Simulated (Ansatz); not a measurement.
# GeH2OS: the cost of one run

Method: RKS r2SCANh/def2-SVPD, in Ansatz 0.2.0.

**1. The starting structure**

Bond lengths: O1–Ge2 1.809 Å, Ge2–S3 2.195 Å, O1–H4 0.970 Å, S3–H5 1.403 Å. Angles: O1–Ge2–S3 107.6°, Ge2–O1–H4 102.6°, Ge2–S3–H5 93.6°.

Structure file:

```xyz
5

O    -1.3709   -1.1685    0.1405
Ge   -0.7211    0.5119   -0.0243
S     1.4140    0.3542   -0.5095
H    -0.8714   -1.5156    0.8958
H     1.5994    1.7444   -0.5439
```

**2. Relaxing end A**

input.yaml

```yaml
crystal:
  periodic: [false, false, false]
  atoms:
    - { symbol: O, position_ang: [-1.3709, -1.1685, 0.1405] }
    - { symbol: Ge, position_ang: [-0.7211, 0.5119, -0.0243] }
    - { symbol: S, position_ang: [1.414, 0.3542, -0.5095] }
    - { symbol: H, position_ang: [-0.8714, -1.5156, 0.8958] }
    - { symbol: H, position_ang: [1.5994, 1.7444, -0.5439] }
basis:
  gaussian: { orbitals: def2-SVPD }
hamiltonian:
  xc: r2scanh
relax:
  f_tol: 0.02
  max_steps: 50
output:
  orbitals: {}
```

Started as:

```
$ ansatz run input.yaml --threads 2 --pin off --max-ram 3072MiB --backend cpu --events-out ev --progress --plain --runs-dir out
```

Q: Estimate wall time and peak memory on 2 threads of Arm Neoverse V2, shared host.

About 24 s, with a peak of 0.24 GiB.
